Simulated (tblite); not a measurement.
# C8H14BN: the cost of one run

The runs use tblite 0.8.0 and PySCF 2.14.0, with density-fitted response routines of our own; the level of theory stands in each step. All values are computed, except where a source is named. Atoms are numbered from 0 throughout.

## Step 1: Starting geometry

24 atoms, charge 0, multiplicity 1; geometry from: force field or distance geometry start.

Bonds of the start (Å): C0–C1 1.47, C1–C2 1.20, C2–C3 1.49, C3–B4 1.57, B4–C5 1.61, B4–N6 1.50, N6–C7 1.26, C7–C8 1.50, C7–C9 1.49, C0–H10 1.11, C0–H11 1.11, C0–H12 1.10, C3–H13 1.11, C3–H14 1.13, C5–H15 1.11, C5–H16 1.12, C5–H17 1.12, C8–H18 1.12, C8–H19 1.10, C8–H20 1.11, C9–H21 1.11, C9–H22 1.09, C9–H23 1.11.

## Step 2: Geometry optimisation with GFN2-xTB

What the job is given:

```
{"job": {"kind": "relax", "xc": "GFN2-xTB", "basis": "xTB"}, "charge": 0, "multiplicity": 1}
C      3.890200    -1.620800    -0.632700
C      2.774600    -0.959100     0.068400
C      1.878000    -0.420800     0.654500
C      0.765800     0.270300     1.364100
B     -0.040600     1.133300     0.335300
C      0.645200     2.375000    -0.417700
N     -1.542700     1.130600     0.276000
C     -2.233500     0.108600     0.001600
C     -3.723800     0.245600    -0.010400
C     -1.673000    -1.235600    -0.322100
H      3.950300    -1.168600    -1.644100
H      4.862900    -1.449600    -0.133500
H      3.742500    -2.711700    -0.683000
H      0.110600    -0.461400     1.874500
H      1.180200     0.949000     2.161000
H      0.543100     2.155100    -1.499000
H      0.041100     3.275300    -0.139800
H      1.721200     2.489100    -0.112200
H     -4.078900    -0.568900    -0.690200
H     -4.067100    -0.004800     1.002100
H     -4.073000     1.229800    -0.380700
H     -1.439000    -1.789300     0.611700
H     -2.446300    -1.828200    -0.821800
H     -0.799700    -1.123100    -0.989800
```

Run with:

```console
OMP_NUM_THREADS=1 python probes_run.py task.json out
```

One launch serves the whole session: the jobs run in the order shown.

**Question.** How long does this first job take on 1 thread of Arm Neoverse N1, shared host, and how much memory does it need?

About 2.4 s, with a peak of 0.18 GiB.
